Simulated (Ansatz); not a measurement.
# Ca3TeRu2: the cost of one run

Method: DFT PBE, scalar-relativistic, plane waves, PAW, in Ansatz 0.2.0.

1 further run of the same task is left out (it didn't finish).

## (1) The system as given

The structure is tetragonal, space group P-4m2 (No. 115). Conventional cell: a = 4.116 Å, b = 4.116 Å, c = 8.479 Å, α = 90.00°, β = 90.00°, γ = 90.00°. Around Ca (site symmetry 2mm) lie 1 Te at 2.29 Å and 2 Ru at 2.45 Å. Ca (site symmetry -4m2) has 4 Ru at 2.28 Å and 4 Te at 2.91 Å as nearest neighbours. Around Te (site symmetry -4m2) lie 4 Ru at 2.28 Å and 6 Ca at 2.29 to 2.91 Å. Around Ru (site symmetry 2mm) lie 4 Ca at 2.28 to 2.45 Å and 2 Te at 2.28 Å.

Structure file:

```cif
data_structure
_symmetry_space_group_name_H-M 'P 1'
_symmetry_Int_Tables_number 1
_cell_length_a 4.1164
_cell_length_b 4.1164
_cell_length_c 8.4787
_cell_angle_alpha 90.000
_cell_angle_beta 90.000
_cell_angle_gamma 90.000
_cell_volume 143.67
loop_
_atom_site_label
_atom_site_type_symbol
_atom_site_fract_x
_atom_site_fract_y
_atom_site_fract_z
_atom_site_occupancy
Ca1 Ca 0.50000 0.50000 0.77059 1
Ca2 Ca 0.50000 0.50000 0.22941 1
Ca3 Ca 0.00000 0.00000 0.50000 1
Te1 Te 0.50000 0.50000 0.50000 1
Ru1 Ru 0.00000 0.50000 0.61471 1
Ru2 Ru 0.50000 0.00000 0.38529 1
```

Recipe of the guess: random cell by space group and Wyckoff sites (P-4m2, No. 115). Lengths come from tabulated atomic sizes and are only a guess.

## (2) Probe: one point on a coarse mesh

input.yaml

```yaml
crystal:
  lattice:
    - [4.11636803, 0.0, 0.0]
    - [0.0, 4.11636803, 0.0]
    - [0.0, 0.0, 8.47868226]
  atoms:
    - { symbol: Ca, position: [0.5, 0.5, 0.77058685] }
    - { symbol: Ca, position: [0.5, 0.5, 0.22941315] }
    - { symbol: Ca, position: [0.0, 0.0, 0.5] }
    - { symbol: Te, position: [0.5, 0.5, 0.5] }
    - { symbol: Ru, position: [0.0, 0.5, 0.61470584] }
    - { symbol: Ru, position: [0.5, 0.0, 0.38529416] }
basis:
  ecutwfc: 420
kpoints:
  mp_grid: { grid: [4, 4, 2] }
hamiltonian:
  xc: pbe
scf:
  occupations: { method: gaussian, width: 0.1 }
  lower_state_search: "off"
output:
  forces: true
  stress: true
  eigenvalues: true
```

Run with:

```sh
$ ansatz run input.yaml --threads 1 --pin off --max-ram 2560MiB --backend cpu --events-out ev --progress --plain --runs-dir out
```

**Question.** How long does this run take on 1 thread of Arm Neoverse V2, shared host, and how much memory does it need?

About 6.5 s, with a peak of 0.37 GiB.
